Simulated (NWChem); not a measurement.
**One shape, several levels: C3H9In (trimethylindium (TMIn))**

Wanted: a comparison of 6 runs (HF/STO-3G, HF/def2-SVP, PBE0/def2-SVP, PBE/def2-SVP, SVWN5/def2-SVP, MP2/def2-SVP) of C3H9In (trimethylindium (TMIn)). 

Program for the calculation: NWChem 7.3.0.

1 further run of the same task is left out (set aside as unsound or not needed). Runs told in other sessions of the task aren't counted.

## 1. The system as given

The species is C3H9In (13 atoms), meant as a singlet with charge 0. SMILES: `[CH3][In]([CH3])[CH3]`. Geometry: relaxed at PBE0-D4/def2-TZVP.

Bond lengths: C1–In2 2.164 Å, In2–C3 2.164 Å, In2–C4 2.164 Å, C1–H5 1.091 Å, C1–H6 1.094 Å, C1–H7 1.091 Å, C3–H8 1.091 Å, C3–H9 1.091 Å, C3–H10 1.094 Å, C4–H11 1.091 Å, C4–H12 1.094 Å, C4–H13 1.091 Å. Some angles: C1–In2–C3 120.0°, C1–In2–C4 120.1°, C3–In2–C4 119.9°, In2–C1–H5 111.3°, In2–C1–H6 109.3°, In2–C1–H7 111.3°, In2–C3–H8 111.3°, In2–C3–H9 111.4°, In2–C3–H10 109.2°, In2–C4–H11 111.4°.

## 2. Energy and forces at HF/STO-3G (run 1)

The input, run.py:

```python
from ase import Atoms
from ase.calculators.nwchem import NWChem

molecule = Atoms(['C', 'In', 'C', 'C', 'H', 'H', 'H', 'H', 'H', 'H', 'H', 'H', 'H'], positions=[
    [-0.506200, 1.897900, -0.902800],
    [0.007900, -0.003300, -0.006900],
    [1.475300, -0.088600, 1.581000],
    [-0.956600, -1.818200, -0.683200],
    [0.329400, 2.598000, -0.853700],
    [-1.344900, 2.339400, -0.357000],
    [-0.811500, 1.777000, -1.943300],
    [1.276400, -0.918200, 2.261200],
    [1.500700, 0.842500, 2.149300],
    [2.467200, -0.242700, 1.146600],
    [-1.254700, -1.743900, -1.730100],
    [-1.858700, -1.990800, -0.089300],
    [-0.304000, -2.683700, -0.557100],
])

calc = NWChem(
    label='mol',
    theory='scf',
    memory='2200 mb',
    basis='STO-3G',
    basispar='spherical bse',
    scf={'nopen': '0', 'rhf': None, 'thresh': '1e-08', 'maxiter': '80'},
)
molecule.calc = calc

forces = molecule.get_forces()
e = molecule.get_potential_energy()
print(f"E = {e:.6f} eV")
print("forces (eV/A):")
for s, f in zip(molecule.symbols, forces):
    print(f"{s:2s} {f[0]:10.5f} {f[1]:10.5f} {f[2]:10.5f}")
print("dipole (e A):", molecule.get_dipole_moment().round(4))
```

Launch:

```console
export ASE_NWCHEM_COMMAND="nwchem PREFIX.nwi > PREFIX.nwo"
python run.py
```

The program printed:

```text
E = -157835.865273 eV
forces (eV/A):
C     0.15411   -0.92596    0.54507
In   -0.00062    0.00041    0.00463
C    -0.62000    0.02396   -0.89382
C     0.37975    0.91516    0.44048
H    -0.43950   -0.13617   -0.16913
H     0.36412   -0.02607   -0.36289
H     0.13359    0.27660    0.37548
H     0.22909    0.41091   -0.11452
H     0.11724   -0.46820   -0.06027
H    -0.34268    0.06808    0.38104
H     0.07574   -0.25747    0.40361
H     0.34982   -0.09755   -0.36602
H    -0.40073    0.21628   -0.18368
dipole (e A): [-0.0002  0.0001 -0.0011]
```

The calculator wrote mol.nwi:

```
title "mol"

permanent_dir mol

scratch_dir mol

start mol

geometry units angstrom nocenter noautosym noautoz
  C  -5.0619999999999998e-01 1.8978999999999999e+00 -9.0280000000000005e-01
  In 7.9000000000000008e-03 -3.3000000000000000e-03 -6.8999999999999999e-03
  C  1.4753000000000001e+00 -8.8599999999999998e-02 1.5810000000000000e+00
  C  -9.5660000000000001e-01 -1.8182000000000000e+00 -6.8320000000000003e-01
  H  3.2940000000000003e-01 2.5979999999999999e+00 -8.5370000000000001e-01
  H  -1.3449000000000000e+00 2.3393999999999999e+00 -3.5699999999999998e-01
  H  -8.1150000000000000e-01 1.7769999999999999e+00 -1.9433000000000000e+00
  H  1.2764000000000000e+00 -9.1820000000000002e-01 2.2612000000000001e+00
  H  1.5006999999999999e+00 8.4250000000000003e-01 2.1493000000000002e+00
  H  2.4672000000000001e+00 -2.4270000000000000e-01 1.1466000000000001e+00
  H  -1.2546999999999999e+00 -1.7439000000000000e+00 -1.7301000000000000e+00
  H  -1.8587000000000000e+00 -1.9907999999999999e+00 -8.9300000000000004e-02
  H  -3.0399999999999999e-01 -2.6837000000000000e+00 -5.5710000000000004e-01
end

memory 2200 mb

basis spherical bse noprint
   * library STO-3G
end

scf
  nopen 0
  rhf
  thresh 1e-08
  maxiter 80
end

task scf gradient
```

mol.nwo, shortened:

```text
[...]
      One-electron energy =  -8750.504552734925
[... 1 line left out ...]
 Nuclear repulsion energy =    361.641244986347
[... 56 lines left out ...]
                       ROHF Final Molecular Orbital Analysis
[... 243 lines left out ...]
     1   1 0 0     -0.000313      0.000000      0.873053
[...]
  wavefunction    =   RHF
                         RHF ENERGY GRADIENTS
    atom               coordinates                        gradient
                 x          y          z           x          y          z
   1 C      -0.956579   3.586511  -1.706045   -0.002997   0.018007  -0.010600
   2 In      0.014929  -0.006236  -0.013039    0.000012  -0.000008  -0.000090
   3 C       2.787913  -0.167430   2.987657    0.012057  -0.000466   0.017382
[... 9 lines of this table left out ...]
  13 H      -0.574477  -5.071458  -1.052766    0.007793  -0.004206   0.003572
[...]
```

Wall time 8.1 s (1 thread of Intel Xeon 6975P-C (Granite Rapids), shared host); peak memory 0.1 GiB.

## 3. Energy and gradient at HF/def2-SVP (core potential) (run 2)

The input, c3h9in.nw:

```
start c3h9in
title "C3H9In gradient"
memory stack 880 mb heap 220 mb global 1100 mb

geometry noautosym nocenter noautoz
 C     -0.506200     1.897900    -0.902800
 In     0.007900    -0.003300    -0.006900
 C      1.475300    -0.088600     1.581000
 C     -0.956600    -1.818200    -0.683200
 H      0.329400     2.598000    -0.853700
 H     -1.344900     2.339400    -0.357000
 H     -0.811500     1.777000    -1.943300
 H      1.276400    -0.918200     2.261200
 H      1.500700     0.842500     2.149300
 H      2.467200    -0.242700     1.146600
 H     -1.254700    -1.743900    -1.730100
 H     -1.858700    -1.990800    -0.089300
 H     -0.304000    -2.683700    -0.557100
end

basis spherical bse
 * library def2-SVP
end

ecp bse
 In library def2-SVP
end

scf
 thresh 1e-08
 maxiter 80
 print medium
end

task scf gradient
```

Launch:

```console
nwchem c3h9in.nw > c3h9in.out
```

The program printed:

```text
[...]
  functions       =   113
[...]
  wavefunction    = RHF
[...]
         Total SCF energy =   -307.934317820856
      One-electron energy =   -871.767942962427
      Two-electron energy =    374.022029794900
 Nuclear repulsion energy =    189.811595346671
        Time for solution =     17.6s
[...]
                         RHF ENERGY GRADIENTS
    atom               coordinates                        gradient
                 x          y          z           x          y          z
   1 C      -0.956579   3.586511  -1.706045    0.001482  -0.004895   0.002122
   2 In      0.014929  -0.006236  -0.013039   -0.000146   0.000006   0.000054
   3 C       2.787913  -0.167430   2.987657   -0.003902   0.000196  -0.003885
   4 C      -1.807712  -3.435900  -1.291061    0.002658   0.004627   0.001551
   5 H       0.622476   4.909508  -1.613259    0.000438  -0.000974   0.000706
   6 H      -2.541492   4.420825  -0.674632    0.000202  -0.001021   0.000540
   7 H      -1.533513   3.358043  -3.672305    0.000116  -0.001230   0.000467
   8 H       2.412046  -1.735146   4.273048   -0.000851  -0.000148  -0.001000
   9 H       2.835912   1.592094   4.061588   -0.000790   0.000273  -0.001000
  10 H       4.662332  -0.458636   2.166760   -0.000718   0.000042  -0.000904
  11 H      -2.371039  -3.295493  -3.269415    0.000407   0.001216   0.000323
[...]
```

Run time: 22 s. Hardware: 1 thread of Intel Xeon 6975P-C (Granite Rapids), shared host; peak memory 0.099 GiB.

Runs 3 to 4 aren't shown in full; the table further down has their settings and results.

## 4. Energy and forces at SVWN5/def2-SVP (core potential) (run 5)

The input, a.xyz:

```xyz
13
C3H9In gradient
C     -0.506200     1.897900    -0.902800
In     0.007900    -0.003300    -0.006900
C      1.475300    -0.088600     1.581000
C     -0.956600    -1.818200    -0.683200
H      0.329400     2.598000    -0.853700
H     -1.344900     2.339400    -0.357000
H     -0.811500     1.777000    -1.943300
H      1.276400    -0.918200     2.261200
H      1.500700     0.842500     2.149300
H      2.467200    -0.242700     1.146600
H     -1.254700    -1.743900    -1.730100
H     -1.858700    -1.990800    -0.089300
H     -0.304000    -2.683700    -0.557100
```

The input, run.py:

```python
from ase.io import read
from ase.calculators.nwchem import NWChem

atoms = read('a.xyz')

calc = NWChem(
    label='a',
    theory='dft',
    memory='2200 mb',
    basis='def2-SVP',
    basispar='spherical bse',
    dft={'xc': 'slater vwn_5', 'mult': '1', 'grid': 'fine', 'convergence': 'energy 1e-08', 'iterations': '100', 'mulliken': None},
    **{'ecp bse': {'In library': 'def2-SVP'}},
)
atoms.calc = calc

forces = atoms.get_forces()
print("Total energy (eV):", round(atoms.get_potential_energy(), 6))
print("forces (eV/A):")
for s, f in zip(atoms.symbols, forces):
    print(f"{s:2s} {f[0]:10.5f} {f[1]:10.5f} {f[2]:10.5f}")
print("dipole (e A):", atoms.get_dipole_moment().round(4))
```

Launch:

```console
export ASE_NWCHEM_COMMAND="nwchem PREFIX.nwi > PREFIX.nwo"
python run.py
```

The program printed:

```text
Total energy (eV): -8388.547774
forces (eV/A):
C     0.18682   -0.58652    0.24909
In   -0.00489    0.00113    0.00802
C    -0.47673    0.03445   -0.46213
C     0.32195    0.55083    0.18049
H     0.47797    0.35913    0.05482
H    -0.45257    0.20199    0.32283
H    -0.17185   -0.10881   -0.56945
H    -0.13683   -0.47586    0.34833
H    -0.00879    0.53227    0.28313
H     0.51545   -0.08392   -0.27624
H    -0.15735    0.08253   -0.57757
H    -0.47643   -0.05523    0.34458
H     0.38325   -0.45200    0.09400
dipole (e A): [-0.004   0.0006  0.0041]
```

The calculator wrote a.nwi:

```
title "a"

permanent_dir a

scratch_dir a

start a

geometry units angstrom nocenter noautosym noautoz
  C  -5.0619999999999998e-01 1.8978999999999999e+00 -9.0280000000000005e-01
  In 7.9000000000000008e-03 -3.3000000000000000e-03 -6.8999999999999999e-03
  C  1.4753000000000001e+00 -8.8599999999999998e-02 1.5810000000000000e+00
  C  -9.5660000000000001e-01 -1.8182000000000000e+00 -6.8320000000000003e-01
  H  3.2940000000000003e-01 2.5979999999999999e+00 -8.5370000000000001e-01
  H  -1.3449000000000000e+00 2.3393999999999999e+00 -3.5699999999999998e-01
  H  -8.1150000000000000e-01 1.7769999999999999e+00 -1.9433000000000000e+00
  H  1.2764000000000000e+00 -9.1820000000000002e-01 2.2612000000000001e+00
  H  1.5006999999999999e+00 8.4250000000000003e-01 2.1493000000000002e+00
  H  2.4672000000000001e+00 -2.4270000000000000e-01 1.1466000000000001e+00
  H  -1.2546999999999999e+00 -1.7439000000000000e+00 -1.7301000000000000e+00
  H  -1.8587000000000000e+00 -1.9907999999999999e+00 -8.9300000000000004e-02
  H  -3.0399999999999999e-01 -2.6837000000000000e+00 -5.5710000000000004e-01
end

memory 2200 mb

basis spherical bse noprint
   * library def2-SVP
end

dft
  xc slater vwn_5
  mult 1
  grid fine
  convergence energy 1e-08
  iterations 100
  mulliken
end
ecp bse
  In library def2-SVP
end

task dft gradient
```

a.nwo, shortened:

```text
[...]
         Total DFT energy =     -308.273447250667
[...]
  wavefunction    = closed shell
                         DFT ENERGY GRADIENTS
    atom               coordinates                        gradient
                 x          y          z           x          y          z
   1 C      -0.956579   3.586511  -1.706045   -0.003633   0.011406  -0.004844
   2 In      0.014929  -0.006236  -0.013039    0.000095  -0.000022  -0.000156
   3 C       2.787913  -0.167430   2.987657    0.009271  -0.000670   0.008987
[... 9 lines of this table left out ...]
  13 H      -0.574477  -5.071458  -1.052766   -0.007453   0.008790  -0.001828
[...]
```

Run time: 22 s. Hardware: 1 thread of Intel Xeon 6975P-C (Granite Rapids), shared host; peak memory 0.12 GiB.

## 5. Energy and forces at MP2/def2-SVP (core potential) (run 6)

The input, calc.nw:

```
start calc
title "C3H9In gradient"
memory 2200 mb
charge 0

geometry units angstrom noautosym nocenter noautoz
  C     -0.506200     1.897900    -0.902800
  In     0.007900    -0.003300    -0.006900
  C      1.475300    -0.088600     1.581000
  C     -0.956600    -1.818200    -0.683200
  H      0.329400     2.598000    -0.853700
  H     -1.344900     2.339400    -0.357000
  H     -0.811500     1.777000    -1.943300
  H      1.276400    -0.918200     2.261200
  H      1.500700     0.842500     2.149300
  H      2.467200    -0.242700     1.146600
  H     -1.254700    -1.743900    -1.730100
  H     -1.858700    -1.990800    -0.089300
  H     -0.304000    -2.683700    -0.557100
end

basis spherical bse
  * library def2-SVP
end

ecp bse
  In library def2-SVP
end

scf
  thresh 1e-08
  maxiter 80
  print low
end

mp2
  freeze core 7
  tight
end

task mp2 gradient
```

Launch:

```console
nwchem calc.nw > calc.out
```

The program printed:

```text
[...]
  functions       =   113
[...]
  wavefunction    = RHF
[...]
         Total SCF energy =   -307.934317820856
      One-electron energy =   -871.767942962427
      Two-electron energy =    374.022029794900
 Nuclear repulsion energy =    189.811595346671
        Time for solution =     18.2s
[...]
          Total MP2 energy          -308.471510952625
[...]
                         mp2 ENERGY GRADIENTS
    atom               coordinates                        gradient
                 x          y          z           x          y          z
   1 C      -0.956579   3.586511  -1.706045   -0.000545   0.001645  -0.000584
   2 In      0.014929  -0.006236  -0.013039   -0.000125   0.000004  -0.000027
   3 C       2.787913  -0.167430   2.987657    0.001420  -0.000162   0.001176
   4 C      -1.807712  -3.435900  -1.291061   -0.000891  -0.001526  -0.000393
   5 H       0.622476   4.909508  -1.613259   -0.003715  -0.003921   0.000047
   6 H      -2.541492   4.420825  -0.674632    0.003972  -0.002537  -0.002306
   7 H      -1.533513   3.358043  -3.672305    0.001622  -0.000094   0.005239
   8 H       2.412046  -1.735146   4.273048    0.000421   0.003985  -0.003775
   9 H       2.835912   1.592094   4.061588   -0.000634  -0.004359  -0.003220
  10 H       4.662332  -0.458636   2.166760   -0.004923   0.000740   0.001614
  11 H      -2.371039  -3.295493  -3.269415    0.001739   0.000293   0.005194
[...]
```

It took 50 s on 1 thread of Intel Xeon 6975P-C (Granite Rapids), shared host; peak memory 0.58 GiB.

## 6. The series

```tsv
run	level	core potential	iteration cap	energy (Eh)	dipole moment (D)	HOMO energy (eV)	LUMO energy (eV)	wall time
1	HF/STO-3G	–	80	-5800.361111	0.01	-7.75	6.21	8.1 s
2	HF/def2-SVP (core potential)	def2-SVP	80	-307.934318	0.01	-9.67	1.73	22 s
3	PBE0/def2-SVP (core potential)	def2-SVP	100	-309.601079	–	–	–	28 s
4	PBE/def2-SVP (core potential)	def2-SVP	100	-309.568787	0.02	-5.76	-1.49	28 s
5	SVWN5/def2-SVP (core potential)	def2-SVP	100	-308.273447	0.03	-5.92	-1.72	22 s
6	MP2/def2-SVP (core potential)	def2-SVP	80	-308.471511	0.01	–	–	50 s
```

## 7. Summary of results

```
                                                      quantity          value
                                           run 6: total energy  -308.47151 Eh
run 6: dipole moment (of the density that the program reports)         0.01 D
            run 6: correlation energy (7 core orbitals frozen)     -537.2 mEh
                               run 6: largest force on an atom     0.283 eV/Å
```

In words: Over runs 1, 2, 4, 5 the HOMO–LUMO gap runs from 4.20 eV (SVWN5/def2-SVP) to 13.95 eV (HF/STO-3G). The two ends differ in method and basis and core potential. Totals of different functionals can't be ranked against each other. Some runs of one species differ in core potentials or relativity; totals across that change don't compare. In run 1 the basis is minimal, so the values are rough. In run 1 relativity is left out where basis or elements ask for it. All runs together took 2.6 min, the longest 50 s.
